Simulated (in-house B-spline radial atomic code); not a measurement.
# Excited states and polarisability of Pd³⁶⁺ by several methods

Aim: excitation energies, oscillator strengths, polarisability and C6 of Pd³⁶⁺ by linear response on several mean fields, with the cost of each.

The numbers are computed with in-house B-spline radial atomic code version 1 (linear response of a closed shell, each method with its own adiabatic kernel; spin-free one-electron X2C, finite nucleus; B-spline basis; no spin-orbit coupling, no double excitations; only terms of natural parity, (−1)^L, with L up to 3 are computed), except any that are marked as measured or tabulated.

### 1 What is computed

```
element       : palladium (Z = 46)
charge        : +36
configuration : [He] 2s2 2p6
runs          : TDHF; PBE; OLYP; LDA (VWN5); BLYP; LC-ωPBE
```

Outer shells as boxes (Hund's rule):

Pd³⁶⁺
```
[He] core
2s [↑↓]
2p [↑↓][↑↓][↑↓]
```

### 2 TDHF

Input settings:

```ini
Z = 46
electrons = 10.0
configuration = [He] 2s2 2p6
hamiltonian = x2c
method = hf
box_radius = 3.48
rms_radius = 4.5318
intervals = 64
```

The run is started by

```
python run_td.py task.json out
```

One command runs all members of the session, one after another, from task.json.

### 3 PBE

The settings differ from step 2 so:

```diff
@@ -4,3 +4,3 @@
 hamiltonian = x2c
-method = hf
+method = pbe,pbe
 box_radius = 3.48
```

### 4 OLYP

The settings differ from step 3 so:

```diff
@@ -4,3 +4,3 @@
 hamiltonian = x2c
-method = pbe,pbe
+method = optx,lyp
 box_radius = 3.48
```

### 5 LDA (VWN5)

The settings differ from step 4 so:

```diff
@@ -4,3 +4,3 @@
 hamiltonian = x2c
-method = optx,lyp
+method = lda,vwn
 box_radius = 3.48
```

### 6 BLYP

The settings differ from step 5 so:

```diff
@@ -4,3 +4,3 @@
 hamiltonian = x2c
-method = lda,vwn
+method = b88,lyp
 box_radius = 3.48
```

### 7 LC-ωPBE

The settings differ from step 6 so:

```diff
@@ -4,3 +4,3 @@
 hamiltonian = x2c
-method = b88,lyp
+method = lc_wpbe
 box_radius = 3.48
```

**Question.** What will these runs give? Wanted: for each run, threshold; 2p→3s ¹P; 2p→3s ³P, Tamm-Dancoff; α; C6.

As calculated:

```csv
run,threshold (eV),2p→3s ¹P (eV),"2p→3s ³P, Tamm-Dancoff (eV)",α (bohr³),C6 (hartree bohr⁶),time
TDHF,5338.4,2997.1,2990.1,0.0003907,1.538e-05,0.4 s
PBE,5240.8,2961.3,2954.8,0.0003937,1.553e-05,0.3 s
OLYP,5246.0,2948.5,2938.4,0.0003929,1.549e-05,0.3 s
LDA (VWN5),5238.0,2964.7,2958.4,0.0003942,1.557e-05,0.3 s
BLYP,5241.5,2948.3,2938.2,0.0003936,1.553e-05,0.3 s
LC-ωPBE,5246.3,2960.4,2953.8,0.0003938,1.554e-05,0.5 s
```

In words: α runs from 0.000391 (TDHF) to 0.000394 bohr³ (LDA (VWN5)). The semilocal functionals put the threshold at 5238.0 to 5246.0 eV, under Hartree-Fock's 5338.4 eV, through self-interaction. Spin-orbit coupling, absent here, splits and mixes these terms strongly in an ion this highly charged, so they need not match single real levels.
